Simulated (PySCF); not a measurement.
# O2CGeH4 in PySCF: settings compared

Aim: see how the results for O2CGeH4 move with the level of theory and the settings. Levels: PBE, B97-D+D3(BJ), B3LYP+D3. Tasks: atomic charges.

Everything below comes from runs of PySCF 2.14.0. Logs are shortened: lines on timing, memory, paths and dates and some standing lists are left out, and cuts for length are marked.

### Step 1. The structure

The cell holds a molecule in a box, 8 atoms: a = 14.000 Å, b = 12.000 Å, c = 12.000 Å, α = 90.00°, β = 90.00°, γ = 90.00°.

### Step 2. Atomic charges, PBE

run.py reads:

```python
import json
import numpy as np
from pyscf.pbc import gto, scf, dft, df
from pyscf.pbc.tools import pyscf_ase
from ase.io import read

atoms = read('POSCAR')
cell = pyscf_ase.cell_from_ase(atoms)
cell.basis = 'pob-tzvp-rev2'
cell.exp_to_discard = 0
cell.precision = 1e-08
cell.max_memory = 2520  # MB
cell.verbose = 4
cell.build()

res = {}
kpts = cell.make_kpts([1, 1, 1])
mf = dft.KRKS(cell, kpts, xc='pbe')
mf = mf.density_fit()
mf.with_df._cderi_to_save = 'cderi.h5'
mf.with_df.build(j_only=False)
mf.conv_tol = 1e-07
mf.max_cycle = 60

mf.kernel()
res.update(converged=bool(mf.converged), e_tot=mf.e_tot, nelec=cell.nelectron, nao=cell.nao, mesh=list(map(int, cell.mesh)), a=cell.lattice_vectors().tolist(), coords=cell.atom_coords().tolist(),
           mo_energy=[np.real(x).tolist() for x in mf.mo_energy], mo_occ=[np.real(x).tolist() for x in mf.mo_occ])
res.update(kpts=cell.get_scaled_kpts(kpts).tolist())
res['parts'] = {k: float(np.real(v)) for k, v in mf.scf_summary.items() if np.isscalar(v)}
json.dump(res, open('results.json', 'w'))
if not mf.converged:
    raise SystemExit('SCF not converged')

print('levels (eV)')
for i, kp in enumerate(res['kpts'][:40]):
    print('k %7.4f %7.4f %7.4f  ' % tuple(kp), ' '.join('%.3f' % (x * 27.211386) for x in res['mo_energy'][i][:34]))

# Mulliken populations
dm, s = np.asarray(mf.make_rdm1()), np.asarray(mf.get_ovlp())
sites = cell.aoslice_by_atom()[:, 2:]
tot = np.einsum('kij,kji->i', dm, s).real / len(kpts)
res['mulliken'] = [cell.atom_charge(i) - tot[a0:a1].sum() for i, (a0, a1) in enumerate(sites)]
print('Mulliken charges', np.round(res['mulliken'], 5))
res['meta_lowdin'] = mf.mulliken_meta()[1].tolist()

# density on a uniform mesh
grids = dft.gen_grid.UniformGrids(cell)
grids.mesh = [71, 61, 61]
grids.build()
ni = dft.numint.KNumInt()
rho = [ni.get_rho(cell, x, grids, kpts) for x in [dm]]
np.save('rho.npy', np.reshape(rho, (-1, *grids.mesh)))
res['done'] = True
json.dump(res, open('results.json', 'w'))
```

POSCAR reads:

```
GeH4CO2
1.0
   14.0000000000      0.0000000000      0.0000000000
    0.0000000000     12.0000000000      0.0000000000
    0.0000000000      0.0000000000     12.0000000000
O C O Ge H
1 1 1 1 4
Direct
    0.5741714300      0.4682916700      0.6077958300
    0.5846071400      0.5529250000      0.5555041700
    0.5201285700      0.5962583300      0.4882625000
    0.4090500000      0.5147750000      0.4800791700
    0.6499214300      0.6039166700      0.5582291700
    0.3634071400      0.5115666700      0.5957375000
    0.4325500000      0.3995833300      0.4331708300
    0.3519357100      0.5861166700      0.3978708300
```

Potentials or basis: pob-tzvp-rev2 (all-electron).

Command:

```bash
> OMP_NUM_THREADS=2 python -u run.py > log
```

Standard output:

```text
Discarded 0 diffused primitive functions, 0 contracted functions

PySCF version 2.14.0

[INPUT] verbose = 4
[INPUT] num. atoms = 8
[INPUT] num. electrons = 58
[INPUT] charge = 0
[INPUT] spin (= nelec alpha-beta = 2S) = 0
[INPUT] symmetry False subgroup None
[INPUT] Mole.unit = angstrom
[INPUT] Symbol           X                Y                Z      unit          X                Y                Z       unit  Magmom
[INPUT]  1 O      8.038400020000   5.619500040000   7.293549960000 AA   15.190374517498  10.619316032582  13.782811900232 Bohr   0.0
[INPUT]  2 C      8.184499960000   6.635100000000   6.666050040000 AA   15.466463390914  12.538521809102  12.597008908246 Bohr   0.0
[INPUT]  3 O      7.281799980000   7.155099960000   5.859150000000 AA   13.760607656063  13.521179318286  11.072188822745 Bohr   0.0
[INPUT]  4 Ge     5.726700000000   6.177300000000   5.760950040000 AA   10.821894597547  11.673405189276  10.886617792902 Bohr   0.0
[INPUT]  5 H      9.098900020000   7.247000040000   6.698750040000 AA   17.194429072600  13.694845300312  12.658802952519 Bohr   0.0
[INPUT]  6 H      5.087699960000   6.138800040000   7.148850000000 AA    9.614359528361  11.600650809069  13.509368605597 Bohr   0.0
[INPUT]  7 H      6.055700000000   4.794999960000   5.198049960000 AA   11.443614492529   9.061236691700   9.822890806206 Bohr   0.0
[INPUT]  8 H      4.927099940000   7.033400040000   4.774449960000 AA    9.310869474961  13.291199800105   9.022402819841 Bohr   0.0

nuclear repulsion = 76.9688499394948
number of shells = 55
number of NR pGTOs = 224
number of NR cGTOs = 119
basis = pob-tzvp-rev2
ecp = {}
lattice vectors  a1 [26.456165744, 0.000000000, 0.000000000]
                 a2 [0.000000000, 22.676713495, 0.000000000]
                 a3 [0.000000000, 0.000000000, 22.676713495]
dimension = 3
low_dim_ft_type = None
Cell volume = 13604.6
exp_to_discard = 0
rcut = 19.62384758637171 (nimgs = [1 1 1])
precision = 1e-08
pseudo = None
ke_cutoff = 24564849.16395972
    = [59029 50597 50597] mesh (151117569766861 PWs)

******** <class 'pyscf.pbc.df.df.GDF'> ********
auxbasis = None
exp_to_discard = 0
len(kpts) = 1
ETB for Ge: l = 0, exps = 0.33683005 * 2^n , n = 0..18
ETB for Ge: l = 1, exps = 0.31988062397120115 * 2^n , n = 0..16
ETB for Ge: l = 2, exps = 0.3037841 * 2^n , n = 0..14
ETB for Ge: l = 3, exps = 0.412881647303539 * 2^n , n = 0..11
ETB for Ge: l = 4, exps = 0.56115924 * 2^n , n = 0..8
ETB for C: l = 0, exps = 0.3288142 * 2^n , n = 0..13
ETB for C: l = 1, exps = 0.3602581353249361 * 2^n , n = 0..10
ETB for C: l = 2, exps = 0.394709 * 2^n , n = 0..7
ETB for C: l = 3, exps = 0.6761642415859921 * 2^n , n = 0..3
ETB for C: l = 4, exps = 1.15831684 * 2^n , n = 0..0
ETB for H: l = 0, exps = 0.3590222 * 2^n , n = 0..7
ETB for H: l = 1, exps = 0.5991846126195165 * 2^n , n = 0..3
ETB for H: l = 2, exps = 1.0 * 2^n , n = 0..0
ETB for O: l = 0, exps = 0.71317402 * 2^n , n = 0..13
ETB for O: l = 1, exps = 0.514889491103639 * 2^n , n = 0..10
ETB for O: l = 2, exps = 0.37173422 * 2^n , n = 0..8
ETB for O: l = 3, exps = 0.5806330875778414 * 2^n , n = 0..4
ETB for O: l = 4, exps = 0.90692426 * 2^n , n = 0..0

WARN: Even tempered Gaussians are generated as DF auxbasis for  Ge C H O

Drop 0 primitive fitting functions
make aux basis, num shells = 242, num cGTOs = 806
auxcell.rcut 12.36907336243994

******** <class 'pyscf.pbc.df.rsdf_builder._RSGDFBuilder'> ********
mesh = [31 27 27] (22599 PWs)
ke_cutoff = 6.345391956705465
omega = 0.3092742586521426
exclude_d_aux = True
exclude_dd_block = True
j2c_eig_always = False
has_long_range = True

******** <class 'pyscf.pbc.dft.krks.KRKS'> ********
method = KRKS
initial guess = minao
damping factor = 0
level_shift factor = 0
DIIS = <class 'pyscf.scf.diis.CDIIS'>
diis_start_cycle = 1
diis_space = 8
diis_damp = 0
SCF conv_tol = 1e-07
SCF conv_tol_grad = None
SCF max_cycles = 60
direct_scf = True
direct_scf_tol = 1e-13

******** PBC SCF flags ********
N kpts = 1
Exchange divergence treatment (exxdiv) = ewald
    madelung (= occupied orbital energy shift) = 0.11787899409704225
    Total energy shift due to Ewald probe charge = -1/2 * Nelec*madelung = -3.41849082881
DF object = <pyscf.pbc.df.df.GDF object>
XC functionals = pbe
small_rho_cutoff = 0
radial grids:
    Treutler-Ahlrichs [JCP 102, 346 (1995); DOI:10.1063/1.469408] (M4) radial grids

becke partition: Becke, JCP 88, 2547 (1988); DOI:10.1063/1.454033
pruning grids: <function nwchem_prune>
grids dens level: 3
symmetrized grids: False
atomic radii adjust function: <function treutler_atomic_radii_adjust>
Set gradient conv threshold to 0.000316228

******** <class 'pyscf.pbc.df.rsdf_builder._RSNucBuilder'> ********
mesh = [53 45 45] (107325 PWs)
ke_cutoff = 18.57868094385515
omega = 0.5413047523121697
exclude_d_aux = False
exclude_dd_block = True
j2c_eig_always = False
has_long_range = True
tot grids = 102154
cell vol = 13604.6423  sum(weights) = 13701.033
nelec by numeric integration = 57.99999700841518
init E= -2268.27953241282
  HOMO = -0.308192720559  LUMO = -0.0684447268923  gap/eV = 6.52388
nelec by numeric integration = 57.99999109461313
cycle= 1 E= -2267.27485171651  delta_E=    1  |g|= 1.41  |ddm|= 2.58
  HOMO = -0.0625591155453  LUMO = 0.00721560022109  gap/eV = 1.89867
nelec by numeric integration = 57.99998683598931
cycle= 2 E= -2266.22497287355  delta_E= 1.05  |g|= 2.87  |ddm|= 2.09
  HOMO = -0.267049904792  LUMO = -0.0290104431137  gap/eV = 6.47738
nelec by numeric integration = 57.99999084491255
cycle= 3 E= -2267.44377136206  delta_E= -1.22  |g|= 0.617  |ddm|= 1.77
  HOMO = -0.230552161251  LUMO = -0.0242999323157  gap/eV = 5.61241
nelec by numeric integration = 57.999989733746226
cycle= 4 E= -2267.50518711797  delta_E= -0.0614  |g|= 0.182  |ddm|= 0.365
  HOMO = -0.22456514827  LUMO = -0.0195789691227  gap/eV = 5.57796
nelec by numeric integration = 57.99998980920325
cycle= 5 E= -2267.50836795772  delta_E= -0.00318  |g|= 0.133  |ddm|= 0.153
  HOMO = -0.226396770391  LUMO = -0.0209636904643  gap/eV = 5.59012
nelec by numeric integration = 57.999989705273705
cycle= 6 E= -2267.5110407775  delta_E= -0.00267  |g|= 0.0152  |ddm|= 0.067
  HOMO = -0.228020377431  LUMO = -0.0221540442852  gap/eV = 5.60191
nelec by numeric integration = 57.999989756054504
cycle= 7 E= -2267.51109273705  delta_E= -5.2e-05  |g|= 0.00389  |ddm|= 0.0133
  HOMO = -0.227722787108  LUMO = -0.0216302860355  gap/eV = 5.60806
nelec by numeric integration = 57.99998975237911
cycle= 8 E= -2267.51109610655  delta_E= -3.37e-06  |g|= 0.000862  |ddm|= 0.00291
  HOMO = -0.227872569466  LUMO = -0.0217760655667  gap/eV = 5.60817
nelec by numeric integration = 57.99998975324852
cycle= 9 E= -2267.5110962649  delta_E= -1.58e-07  |g|= 0.000167  |ddm|= 0.000795
  HOMO = -0.227858900032  LUMO = -0.0217610306969  gap/eV = 5.60821
nelec by numeric integration = 57.99998975306629
cycle= 10 E= -2267.51109627185  delta_E= -6.95e-09  |g|= 1.96e-05  |ddm|= 0.000167
  HOMO = -0.227862007449  LUMO = -0.0217632654085  gap/eV = 5.60823
nelec by numeric integration = 57.99998975319701
Extra cycle  E= -2267.51109627185  delta_E= 5e-12  |g|= 2.74e-05  |ddm|= 4.23e-05
converged SCF energy = -2267.51109627185
levels (eV)
k  0.0000  0.0000  0.0000   -10803.710 -1337.114 -1190.511 -1190.471 -1190.469 -510.872 -509.671 -271.943 -162.455 -114.007 -113.873 -113.868 -29.955 -29.757 -29.751 -29.663 -29.661 -27.166 -24.853 -15.589 -13.004 -11.986 -10.733 -10.727 -8.437 -8.395 -7.825 -7.234 -6.200 -0.592 0.369 1.067 2.233 2.427
Mulliken charges [-0.39517  0.43815 -0.57766  0.97277  0.0289  -0.14936 -0.1484  -0.16922]
 ** Mulliken pop on meta-lowdin orthogonal AOs **
 ** Mulliken pop  **
pop of  0 O 1s            1.99993
pop of  0 O 2s            1.68300
pop of  0 O 3s            0.00480
pop of  0 O 4s            0.00079
pop of  0 O 2px           1.73210
pop of  0 O 2py           1.47282
pop of  0 O 2pz           1.50104
pop of  0 O 3px           0.00514
pop of  0 O 3py           0.00311
pop of  0 O 3pz           0.00260
pop of  0 O 4px           0.00024
pop of  0 O 4py           0.00013
pop of  0 O 4pz           0.00016
pop of  0 O 3dxy          0.00202
pop of  0 O 3dyz          0.00772
pop of  0 O 3dz^2         0.00216
pop of  0 O 3dxz          0.00102
[... 87 lines left out ...]
pop of  5 H 2px           0.00062
pop of  5 H 2py           0.00012
pop of  5 H 2pz           0.00322
pop of  6 H 1s            1.03449
pop of  6 H 2s            0.00130
pop of  6 H 3s            0.00055
pop of  6 H 2px           0.00049
pop of  6 H 2py           0.00297
pop of  6 H 2pz           0.00050
pop of  7 H 1s            1.04640
pop of  7 H 2s            0.00115
pop of  7 H 3s            0.00048
pop of  7 H 2px           0.00096
pop of  7 H 2py           0.00126
pop of  7 H 2pz           0.00153
 ** Mulliken atomic charges  **
charge of    0O =     -0.42345
charge of    1C =      0.37567
charge of    2O =     -0.45339
charge of    3Ge =      0.53577
charge of    4H =      0.09832
charge of    5H =     -0.04086
charge of    6H =     -0.04029
charge of    7H =     -0.05177
```

Wall time 73 s (2 threads of Arm Neoverse V1, shared host); peak memory 1.9 GiB.

Results:

* Free energy: -61702.1203 eV
* Gap between the frontier levels: 5.61 eV
* Meta-löwdin charges: O -0.42, -0.45; C +0.38; Ge +0.54; H +0.10, -0.04, -0.05 e

Caveat: this is a molecule in a periodic box at the Γ point, so its band gap is the HOMO-LUMO gap; population charges move with the basis; relativity is left out, which matters for the heavier elements; the basis of atomic orbitals isn't converged, which shifts pressures, moduli and gaps; this basis is made for solids and lacks diffuse functions, so gaps of a molecule come out too wide by an eV or more.

### Step 3. Atomic charges, B97-D+D3(BJ)

run.py: that of step 2 with these lines changed.

```diff
@@ -16,7 +16,11 @@
 res = {}
+from pyscf.dispersion import dftd3
+d = dftd3.DFTD3Dispersion(cell, xc='b97d', version='d3bj', atm=False).get_dispersion(grad=True)
+print('dispersion energy = %.10f' % d['energy'])
+res['e_disp'] = float(d['energy'])
+
 kpts = cell.make_kpts([1, 1, 1])
-mf = dft.KRKS(cell, kpts, xc='pbe')
+mf = dft.KRKS(cell, kpts, xc='GGA_XC_B97_D')
 mf = mf.density_fit()
-mf.with_df._cderi_to_save = 'cderi.h5'
-mf.with_df.build(j_only=False)
+mf.with_df._cderi = 'cderi.h5'  # three-centre integrals saved by an earlier run on this cell, basis and mesh
 mf.conv_tol = 1e-07
@@ -44,10 +48,2 @@
 res['meta_lowdin'] = mf.mulliken_meta()[1].tolist()
-
-# density on a uniform mesh
-grids = dft.gen_grid.UniformGrids(cell)
-grids.mesh = [71, 61, 61]
-grids.build()
-ni = dft.numint.KNumInt()
-rho = [ni.get_rho(cell, x, grids, kpts) for x in [dm]]
-np.save('rho.npy', np.reshape(rho, (-1, *grids.mesh)))
 res['done'] = True
```

POSCAR is that of step 2.

Potentials or basis: pob-tzvp-rev2 (all-electron).

Command:

```bash
> OMP_NUM_THREADS=2 python -u run.py > log
```

Wall time 22 s (2 threads of Arm Neoverse V1, shared host); peak memory 1.9 GiB.

The run converged. Its results:

```
Free energy                     : -61741.8926 eV
Gap between the frontier levels : 5.73 eV
Meta-löwdin charges             : O -0.44, -0.47; C +0.40; Ge +0.58; H +0.09, -0.05, -0.06 e
Dispersion energy per atom      : -0.046 eV
```

Levels at points of the mesh, in eV from the valence-band top:
| k point | band 26 | band 27 | band 28 | band 29 | band 30 | band 31 | band 32 | band 33 |
| --- | --- | --- | --- | --- | --- | --- | --- | --- |
| (0.00, 0.00, 0.00) | -2.18 | -1.63 | -1.02 | 0.00 | 5.73 | 6.68 | 7.27 | 8.53 |

Caveat: this is a molecule in a periodic box at the Γ point, so its band gap is the HOMO-LUMO gap; the energy listed adds the dispersion energy to the SCF energy of the log; population charges move with the basis; relativity is left out, which matters for the heavier elements; the basis of atomic orbitals isn't converged, which shifts pressures, moduli and gaps; this basis is made for solids and lacks diffuse functions, so gaps of a molecule come out too wide by an eV or more.

### Step 4. Atomic charges, B3LYP+D3

run.py: that of step 3 with these lines changed.

```diff
@@ -17,3 +17,3 @@
 from pyscf.dispersion import dftd3
-d = dftd3.DFTD3Dispersion(cell, xc='b97d', version='d3bj', atm=False).get_dispersion(grad=True)
+d = dftd3.DFTD3Dispersion(cell, xc='b3lyp', version='d3zero', atm=False).get_dispersion(grad=True)
 print('dispersion energy = %.10f' % d['energy'])
@@ -22,3 +22,3 @@
 kpts = cell.make_kpts([1, 1, 1])
-mf = dft.KRKS(cell, kpts, xc='GGA_XC_B97_D')
+mf = dft.KRKS(cell, kpts, xc='b3lyp', exxdiv='ewald')
 mf = mf.density_fit()
```

POSCAR is that of step 3.

Command:

```bash
> OMP_NUM_THREADS=2 python -u run.py > log
```

Run time: 25 s. Hardware: 2 threads of Arm Neoverse V1, shared host; peak memory 1.9 GiB.

It converged, with:

```
Free energy                     : -61717.8405 eV
Gap between the frontier levels : 7.94 eV
Meta-löwdin charges             : O -0.45, -0.49; C +0.42; Ge +0.61; H +0.10, -0.06, -0.07 e
Dispersion energy per atom      : -0.012 eV
```

Levels at points of the mesh, in eV from the valence-band top:
| k point | band 26 | band 27 | band 28 | band 29 | band 30 | band 31 | band 32 | band 33 |
| --- | --- | --- | --- | --- | --- | --- | --- | --- |
| (0.00, 0.00, 0.00) | -1.94 | -1.47 | -0.83 | 0.00 | 7.94 | 8.81 | 9.40 | 10.65 |

Caveat: this is a molecule in a periodic box at the Γ point, so its band gap is the HOMO-LUMO gap; the energy listed adds the dispersion energy to the SCF energy of the log; population charges move with the basis; relativity is left out, which matters for the heavier elements; the basis of atomic orbitals isn't converged, which shifts pressures, moduli and gaps; this basis is made for solids and lacks diffuse functions, so gaps of a molecule come out too wide by an eV or more.

### Step 5. The runs side by side

| level | three-body dispersion term | three-centre integrals | exxdiv | gap on the mesh (eV) |
| --- | --- | --- | --- | --- |
| PBE | - | - | - | 5.61 |
| B97-D+D3(BJ) | no | read from an earlier run's file | - | 5.73 |
| B3LYP+D3 | no | read from an earlier run's file | ewald | 7.94 |

Alike in all rows: task atomic charges; potentials or basis pob-tzvp-rev2 (all-electron); no spin polarisation; cell as given; k mesh 1 × 1 × 1; smearing fixed.

Caveats: this is a molecule in a periodic box at the Γ point, so its band gap is the HOMO-LUMO gap; relativity is left out, which matters for the heavier elements; the basis of atomic orbitals isn't converged, which shifts pressures, moduli and gaps; this basis is made for solids and lacks diffuse functions, so gaps of a molecule come out too wide by an eV or more.

Total energies depend on the potentials used, so only differences within one code and one set of settings carry meaning.
